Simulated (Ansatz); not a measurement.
**H4NOPSi: a ladder of functionals and wavefunction methods**

One table from this session's results is given with a row withheld; the runs are named, their logs left out.

Program: Ansatz 0.2.0, Gaussian basis. Level of theory: functionals in def2-TZVPP, the program's frozen cores in correlated methods. These are calculated values, not measurements.

Plan: LDA (SPW92), PBE-D4, revPBE-D4, BLYP-D4, r2SCAN-D4, B97M-V, PBE0-D4, B3LYP-D4, r2SCANh-D4, r2SCAN0-D4, HSE06-D4, BHLYP-D4, CAM-B3LYP-D4, LC-ωPBE, ωB97X-V, ωB97M-V, B2PLYP, PBE-QIDH; CCSD(T)/def2-SVP; CCSD(T)/def2-TZVPP; MP2/def2-QZVPP; extrapolation to the limit; RPA on PBE.

### The relaxed structure

An earlier PBE0-D4 in a triple-zeta def2 set relaxation fixed the geometry.

SMILES `O[SiH]1NP1`, 8 atoms, charge 0, spin multiplicity 1.

Atoms are counted from 1 here; the program's logs count them from 0.

Bond lengths: O1–Si2 1.632 Å, O1–H5 0.960 Å, Si2–N3 1.686 Å, Si2–P4 2.190 Å, Si2–H6 1.474 Å, N3–P4 1.787 Å, N3–H7 1.005 Å, P4–H8 1.440 Å. Angles: Si2–O1–H5 117.1°, O1–Si2–N3 120.1°, O1–Si2–P4 126.9°, O1–Si2–H6 105.4°, N3–Si2–P4 53.0°, N3–Si2–H6 121.1°, P4–Si2–H6 122.5°, Si2–N3–P4 78.1°, Si2–N3–H7 141.7°, P4–N3–H7 126.1°, Si2–P4–N3 48.9°, Si2–P4–H8 93.2°, N3–P4–H8 101.3°.

The first run:

The input, in.yaml:

```yaml
crystal:
  periodic: [false, false, false]
  atoms:
    - {symbol: O, position_ang: [-0.397679, 1.835471, -0.764002]}
    - {symbol: Si, position_ang: [0.097763, 0.582379, 0.155840]}
    - {symbol: N, position_ang: [0.436880, -0.907485, -0.557519]}
    - {symbol: P, position_ang: [-0.959278, -1.307487, 0.483650]}
    - {symbol: H, position_ang: [-0.980491, 1.634935, -1.499498]}
    - {symbol: H, position_ang: [1.003083, 1.168665, 1.160182]}
    - {symbol: H, position_ang: [1.202639, -1.519118, -0.781930]}
    - {symbol: H, position_ang: [-0.310715, -1.544462, 1.747577]}
basis:
  gaussian: {orbitals: def2-TZVPP}
hamiltonian: {xc: lda}
output: {orbitals: {seedname: orbitals}}
```

Command:

```
$ ansatz run in.yaml --threads 2 --pin off --events-out ev --progress --plain --max-ram 4352MiB
```

Among the steps run: LDA; PBE-D4 (GGA); revPBE-D4 (GGA); BLYP-D4 (GGA); r2SCAN-D4 (meta-GGA); B97M-V (meta-GGA); B3LYP-D4 (hybrid); r2SCANh-D4 (hybrid); r2SCAN0-D4 (hybrid); HSE06-D4 (hybrid); BHLYP-D4 (hybrid); CAM-B3LYP-D4 (range-separated); LC-ωPBE (range-separated); ωB97X-V (range-separated); ωB97M-V (range-separated); B2PLYP (double hybrid); PBE-QIDH (double hybrid).

One table of the session follows, with a row left open; its other results are not shown here.

It belongs to the step «Orbital energies across the functionals». 

```
  functional  HOMO (eV)  gap (eV)
 LDA (SPW92)      -5.63      4.18
      PBE-D4      -5.50      4.23
   revPBE-D4      -5.45      4.26
     BLYP-D4      -5.36      4.19
   r2SCAN-D4      -5.72      4.71
      B97M-V      -5.80      4.72
     PBE0-D4      -6.65      6.29
    B3LYP-D4      -6.44      5.83
  r2SCANh-D4      -6.15      5.47
  r2SCAN0-D4      -6.80      6.59
    HSE06-D4      -6.26      5.51
    BHLYP-D4      -7.67      8.24
CAM-B3LYP-D4      -7.93      8.61
     LC-ωPBE      -9.25     11.12
     ωB97X-V      -8.91     10.65
     ωB97M-V          ?         ?
```

Q: Estimate the row for ωB97M-V from the others.

**Answer.** HOMO (eV): -8.76; gap (eV): 10.25. In the column «HOMO (eV)» it lies between ωB97X-V (-8.91) and CAM-B3LYP-D4 (-7.93).
